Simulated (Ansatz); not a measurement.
# ZnCu: the cost of one run

Method: DFT PBEsol, scalar-relativistic, in Ansatz 0.2.0.

## 1. The system as given

Symmetry: Pm-3m, No. 221, cubic system. Conventional cell: a = 2.945 Å, b = 2.945 Å, c = 2.945 Å, α = 90.00°, β = 90.00°, γ = 90.00°. Zn (site symmetry m-3m) is surrounded by 8 Cu at 2.55 Å. Cu (site symmetry m-3m) is surrounded by 8 Zn at 2.55 Å.

Structure file:

```cif
data_structure
_symmetry_space_group_name_H-M 'P 1'
_symmetry_Int_Tables_number 1
_cell_length_a 2.9450
_cell_length_b 2.9450
_cell_length_c 2.9450
_cell_angle_alpha 90.000
_cell_angle_beta 90.000
_cell_angle_gamma 90.000
_cell_volume 25.54
loop_
_atom_site_label
_atom_site_type_symbol
_atom_site_fract_x
_atom_site_fract_y
_atom_site_fract_z
_atom_site_occupancy
Zn1 Zn 0.50000 0.50000 0.50000 1
Cu1 Cu 0.00000 0.00000 0.00000 1
```

Atoms are numbered in the order of the input: Zn1, Cu2.

## 2. After the deformation

Space group Pm-3m before, R-3m after.

## 3. LAPW, all electrons

Contents of input.yaml:

```yaml
crystal:
  lattice:
    - [2.945, -0.02945, -0.02945]
    - [-0.02945, 2.945, -0.02945]
    - [-0.02945, -0.02945, 2.945]
  atoms:
    - { symbol: Zn, position: [0.5, 0.5, 0.5] }
    - { symbol: Cu, position: [0.0, 0.0, 0.0] }
kpoints:
  mp_grid: { grid: [14, 14, 14] }
  band_path:
    path:
      - [0.0, 0.0, 0.0]
      - [0.5, 0.0, 0.0]
      - [0.5, -0.5, 0.5]
      - [0.4804921086, -0.5195078914, 0.4804921086]
      - [0.4804921086, 0.4804921086, 0.4804921086]
      - [0.0, 0.0, 0.0]
      - [0.5, -0.5, 0.0]
    npoints: 5
scf:
  occupations: { method: fermi_dirac, width: 0.05 }
hamiltonian:
  xc: pbesol
  pseudopotentials: { kind: all_electron, lapw: { basis_error: 0.0005 } }
output:
  forces: true
  stress: true
  eigenvalues: true
```

Run with:

```bash
ansatz run input.yaml --threads 1 --pin off --max-ram 3072MiB --backend cpu --events-out ev --progress --plain --runs-dir out
```

**Question.** How long does this run take on 1 thread of Arm Neoverse V1, shared host, and how much memory does it need?

About 89 s, with a peak of 0.94 GiB.
